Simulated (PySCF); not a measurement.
# C3H5BrOSi: the cost of one run

Computed with PySCF 2.14.0, with density-fitted response routines of our own, on a single molecule in the gas phase. Atoms are numbered from 0 throughout.

### Step 1. Starting geometry

11 atoms, charge 0, multiplicity 1; geometry from: GFN2-xTB.

Bonds of the start (Å): C0–C1 1.20, C1–C2 1.43, C2–Br3 1.99, C2–Si4 1.91, Si4–O5 1.62, C0–H6 1.05, C2–H7 1.09, Si4–H8 1.46, Si4–H9 1.46, O5–H10 0.95.

### Step 2. TDDFT and polarisability: B3LYP/def2-SVPD

Job settings and geometry (Å):

```
{"job": {"kind": "uv", "xc": "B3LYP", "basis": "def2-SVPD", "nstates": 8, "ntriplets": 3}, "charge": 0, "multiplicity": 1}
C      2.453717    -0.592697    -0.309686
C      1.475533     0.092952    -0.214492
C      0.306891     0.895130    -0.040135
Br     0.551083     2.106036     1.522263
Si    -1.267611    -0.117473     0.350589
O     -1.458693    -0.987461    -1.002815
H      3.308660    -1.188719    -0.424696
H      0.173395     1.566644    -0.888053
H     -1.019382    -0.950378     1.522350
H     -2.370767     0.815943     0.563128
H     -2.147401    -1.637306    -1.104415
```

Level: TDDFT B3LYP/def2-SVPD, vertical, gas phase, core orbitals frozen in the response.

Started as:

```bash
$ OMP_NUM_THREADS=1 python probes_run.py task.json out
```

The driver reads the jobs from task.json and runs them one after another.

Q: Estimate the wall time and peak memory of this job on 1 thread of Arm Neoverse N1, shared host.

About 62 s, with a peak of 0.82 GiB.
